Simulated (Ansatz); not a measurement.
# C2H4AlBr: small, medium and large basis sets

The task here is to estimate one member of a computed series from the others.

Computed with Ansatz 0.2.0, Gaussian basis. Level: one geometry, several basis sets.

The runs, in order: PBE0-D4/def2-SVP; ωB97M-V/def2-SVP; PBE0-D4/def2-QZVPP; ωB97M-V/def2-QZVPP; the functionals' def2-TZVPP values are taken from earlier runs.

## Structure used throughout

An earlier PBE0-D4 in a triple-zeta def2 set relaxation fixed the geometry.

8 atoms, charge 0, spin multiplicity 1.

Atoms are counted from 1 here; the program's logs count them from 0.

Bond lengths: Br1–C2 2.066 Å, Br1–Al4 2.533 Å, C2–C3 1.535 Å, C2–Al4 1.897 Å, C2–H5 1.085 Å, C3–Al4 1.932 Å, C3–H6 1.090 Å, C3–H7 1.096 Å, Al4–H8 1.568 Å. Angles: C2–Br1–Al4 47.4°, Br1–C2–C3 103.3°, Br1–C2–Al4 79.3°, Br1–C2–H5 105.5°, C3–C2–Al4 67.6°, C3–C2–H5 124.8°, Al4–C2–H5 163.7°, C2–C3–Al4 65.2°, C2–C3–H6 119.7°, C2–C3–H7 107.9°, Al4–C3–H6 130.8°, Al4–C3–H7 113.0°, H6–C3–H7 110.8°, Br1–Al4–C2 53.3°, Br1–Al4–C3 77.8°, Br1–Al4–H8 122.9°, C2–Al4–C3 47.3°, C2–Al4–H8 149.8° and more.

The first run:

in.yaml reads:

```yaml
crystal:
  periodic: [false, false, false]
  atoms:
    - {symbol: Br, position_ang: [-2.017785, 0.639409, -0.042113]}
    - {symbol: C, position_ang: [-0.105000, 0.387131, -0.781240]}
    - {symbol: C, position_ang: [0.763255, 0.362884, 0.484964]}
    - {symbol: Al, position_ang: [-0.314005, -1.217645, 0.209421]}
    - {symbol: H, position_ang: [-0.006994, 1.109615, -1.584680]}
    - {symbol: H, position_ang: [0.675327, 1.166099, 1.216115]}
    - {symbol: H, position_ang: [1.805933, 0.229457, 0.175905]}
    - {symbol: H, position_ang: [-0.708532, -2.733951, 0.265728]}
basis:
  gaussian: {orbitals: def2-SVP}
hamiltonian: {xc: pbe0, dispersion: d4}
output: {orbitals: {seedname: orbitals}}
```

Launch:

```console
> ansatz run in.yaml --threads 2 --pin off --events-out ev --progress --plain --max-ram 4352MiB
```

Among the steps run: PBE0-D4 in def2-SVP; ωB97M-V in def2-SVP; PBE0-D4 in def2-QZVPP; ωB97M-V in def2-QZVPP.

One of the session's tables, all rows but one given; the rest of the session is left out.

```
functional       basis  HOMO (eV)
   PBE0-D4    def2-SVP      -6.26
   PBE0-D4  def2-TZVPP      -6.31
   PBE0-D4  def2-QZVPP      -6.32
   ωB97M-V    def2-SVP          ?
   ωB97M-V  def2-TZVPP      -8.48
   ωB97M-V  def2-QZVPP      -8.49
```

Q: Estimate the row for ωB97M-V, def2-SVP from the others.

The run gave: HOMO (eV): -8.41. In the column «HOMO (eV)» it lies between ωB97M-V, def2-TZVPP (-8.48) and PBE0-D4, def2-QZVPP (-6.32).
